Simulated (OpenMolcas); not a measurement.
# V³⁺ among point charges: CASSCF and CASPT2 levels and susceptibility

How does a field of 6 point charges split the states of V³⁺, and what χT follows?

The numbers are computed with OpenMolcas 26.06 (state-averaged CASSCF and CASPT2, spin-orbit coupling by RASSI with atomic mean-field integrals), except any that are marked as measured or tabulated.

### Step 1. The system

| Item | Value |
| --- | --- |
| Species | V³⁺ (vanadium, Z = 23, 20 electrons) |
| Basis | ANO-RCC-VDZP [5s4p2d1f], 34 functions |
| Scalar Hamiltonian | DKH2, point nucleus |
| Inactive shells | 1s 2s 2p 3s 3p |
| Active space | 2 electrons in 5 orbitals (3d) |
| Some configurations of this space | 3d² |
| Orbitals | optimised for each spin and parity, averaged over all roots |

Outer shells as boxes (Hund's rule):

3d2
```
3d [↑ ][↑ ][  ][  ][  ]
```

The ion sits among 6 point charges of -0.75 e arranged as a tetragonal octahedron (D4h), 1.8 Å from the ion.

The work runs as a chain of OpenMolcas steps in one folder; each step below is one input file. Labels, J, g values, rates, χT and fits are worked out afterwards by a script from the matrices that RASSI stores. The input lists half of the charges; inversion (Group=XYZ) makes the rest.

### Step 2. One- and two-electron integrals

a.inp reads:

```
&GATEWAY
Coord
1

V 0.0 0.0 0.0
Basis=ANO-RCC-VDZP
Group=XYZ
NoMove
AngMom=0.0 0.0 0.0
AMFI
XField
3 Angstrom 0
1.800000 0.000000 0.000000 -0.750000
0.000000 1.800000 0.000000 -0.750000
0.000000 0.000000 1.800000 -0.750000
&SEWARD
```

Launch:

```
> OMP_NUM_THREADS=1 MOLCAS_MEM=1689 MOLCAS_PROJECT=a pymolcas a.inp > a.log
```

### Step 3. Reference wave functions, triplets of even parity, 10 roots

a.inp reads:

```
&RASSCF
FileOrb=start.orb
Symmetry=1
Spin=3
nActEl=2 0 0
Inactive=3 6
Ras2=5 0
CIRoot=10 10 1
SDav=10
CIMx=300
Iter=120 100
PrWF=0.3
OrbListing=Nothing
MaxOrb=0
>>> COPY $Project.JobIph JOB001
```

start.orb holds the contracted functions of the basis, ordered by shell, or the orbitals of the step before.

### Step 4. CASSCF: singlets of even parity, 15 roots

a.inp reads:

```
&RASSCF
FileOrb=start.orb
Symmetry=1
Spin=1
nActEl=2 0 0
Inactive=3 6
Ras2=5 0
CIRoot=15 15 1
SDav=15
CIMx=300
Iter=120 100
PrWF=0.3
OrbListing=Nothing
MaxOrb=0
>>> COPY $Project.JobIph JOB002
```

### Step 5. State interaction with spin-orbit coupling

a.inp reads:

```
&RASSI
NrOfJobIphs=2 10 15
1 2 3 4 5 6 7 8 9 10
1 2 3 4 5 6 7 8 9 10 11 12 13 14 15
IphNames
JOB001
JOB002
EJob
SpinOrbit
DIPRint=1.0
SOCoupling=1000.0
Subsets=2
Property=9
'ANGMOM' 1 'ANGMOM' 2 'ANGMOM' 3 'MLTPL  1' 1 'MLTPL  1' 2 'MLTPL  1' 3
'AMFI' 1 'AMFI' 2 'AMFI' 3
SOProperty=3
'ANGMOM' 1 'ANGMOM' 2 'ANGMOM' 3
```

### Step 6. CASPT2: IPEA 0.25, imaginary shift 0.1 (closed shells correlated: 3s 3p)

a.inp reads:

```
>>> COPY JOB001 $Project.JobIph
&CASPT2
Multistate=10 1 2 3 4 5 6 7 8 9 10
NoMult
Frozen=2 3
IPEA=0.25
Imaginary=0.1
MaxIter=60
WThr=0.0 0.3 0.05
PrWF=0.5
NoMix
>>> COPY JOB002 $Project.JobIph
&CASPT2
Multistate=15 1 2 3 4 5 6 7 8 9 10 11 12 13 14 15
NoMult
Frozen=2 3
IPEA=0.25
Imaginary=0.1
MaxIter=60
WThr=0.0 0.3 0.05
PrWF=0.5
NoMix
```

(Steps that only read results are left out.)

**Question.** What will these runs give? Wanted: spin-free ground state; first state of the same spin within the active space; lowest level; next level.

The runs gave:

```
                                            quantity                                                                        value
                                              method  SS-CASPT2, IPEA 0.25, imaginary shift 0.1 (closed shells correlated: 3s 3p)
                              spin-free ground state                                          triplet, 3-fold in its orbital part
first state of the same spin within the active space                                                         triplet at 3250 cm⁻¹
                                        lowest level                                                 2-fold, g = 0.00, 0.00, 0.00
                                          next level                                                                    26.5 cm⁻¹
                                         χT at 300 K                                                               0.87 cm³ K/mol
                           effective moment at 300 K                                                                      2.64 μB
```

Cost by method:

| method | time of its own steps | time with the reference |
| --- | --- | --- |
| A. CASSCF | 4.9 s | 4.9 s |
| B. SS-CASPT2, IPEA 0.25, imaginary shift 0.1, +3s 3p | 1.9 s | 6.8 s |

Times are of one thread on a shared host.

What this shows: The spin-free ground state (triplet) comes to 99 % from free-ion F terms and keeps the highest spin of the shell. χT at 300 K is 0.87, against 1.00 cm³ K/mol for the spin alone, so spin-orbit coupling lowers it. CASPT2 does not keep the components of a term degenerate, and the means are used. The field of point charges can differ much from that of real complexes. This is an electrostatic model: the charges have no orbitals.
